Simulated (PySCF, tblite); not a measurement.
**C5H10BN: geometry, infrared bands and NMR shifts**

What infrared bands and NMR shifts should C5H10BN (`C#[N+][B@@H-](C)C1CC1`) show?

The runs use tblite 0.8.0 and PySCF 2.14.0, with density-fitted response routines of our own; the level of theory stands in each step. All values are computed, except where a source is named. Atoms count from 0, in the outputs and in this text.

## (1) Starting geometry

17 atoms, charge 0, multiplicity 1; geometry from: force field or distance geometry start.

Bonds of the start (Å): C0–N1 1.17, N1–B2 1.48, B2–C3 1.59, B2–C4 1.58, C4–C5 1.52, C5–C6 1.53, C6–C4 1.50, C0–H7 1.05, B2–H8 1.19, C3–H9 1.13, C3–H10 1.12, C3–H11 1.11, C4–H12 1.12, C5–H13 1.10, C5–H14 1.10, C6–H15 1.08, C6–H16 1.11.

## (2) Geometry optimisation with GFN2-xTB

Job settings and geometry (Å):

```
{"job": {"kind": "relax", "xc": "GFN2-xTB", "basis": "xTB"}, "charge": 0, "multiplicity": 1}
C      2.943600     1.055200    -0.152600
N      1.897500     0.547800    -0.294000
B      0.584600    -0.130700    -0.428900
C      0.709500    -1.582600     0.210200
C     -0.508100     0.630200     0.430100
C     -1.781300    -0.169800     0.633000
C     -1.786700     1.126800    -0.170300
H      3.877200     1.512800    -0.018000
H      0.350800    -0.199300    -1.590900
H      0.722300    -1.439400     1.330400
H      1.641500    -2.093100    -0.135600
H     -0.194800    -2.176300    -0.020700
H     -0.079600     1.146100     1.333100
H     -2.191200    -0.150200     1.657100
H     -1.911000    -1.062800     0.009000
H     -2.064500     0.988000    -1.201900
H     -2.216600     2.009300     0.348300
```

The run is started by

```bash
$ OMP_NUM_THREADS=1 python probes_run.py task.json out
```

The driver reads the jobs from task.json and runs them one after another.

**Question.** This job is followed by: GFN2-xTB harmonic vibrations, gas phase; GIAO PBE0/pcSseg-1 NMR shielding, non-relativistic, gas phase. Predict these results of the whole session: strongest single infrared mode (GFN2-xTB); zero-point energy (GFN2-xTB); 13C shifts against TMS (PBE0/pcSseg-1); 1H shifts against TMS (PBE0/pcSseg-1, means over atoms taken as alike); 15N shifts against NH3 (PBE0/pcSseg-1); 11B shifts against BF3·OEt2 (PBE0/pcSseg-1).

**Answer**, as computed:

| quantity | value |
| --- | --- |
| strongest single infrared mode (GFN2-xTB) | 2226 cm⁻¹, 313 km/mol |
| zero-point energy (GFN2-xTB) | 87.3 kcal/mol |
| 13C shifts against TMS (PBE0/pcSseg-1) | 110.8, 14.0, 10.6, 7.4, 4.1 ppm |
| 1H shifts against TMS (PBE0/pcSseg-1, means over atoms taken as alike) | 4.28, 1.22, 0.48, 0.32, 0.21, 0.12, 0.07, -0.31 ppm |
| 15N shifts against NH3 (PBE0/pcSseg-1) | 251.9 ppm |
| 11B shifts against BF3·OEt2 (PBE0/pcSseg-1) | -29.2 ppm |

Over 114 steps the energy fell by 0.561 eV; of the close pairs, B2–C3 changed most, 1.591 to 1.639 Å. No mode is imaginary among the 45: a minimum at this level. The strongest single mode, at 2226 cm⁻¹, moves mainly N1 and C0. Unscaled tight-binding wavenumbers are off by several per cent, some by more. Its intensities can rank the bands wrongly. At PBE0/pcSseg-1: Shielding is most anisotropic at N1 (span 537 ppm, paramagnetic term -311 ppm).
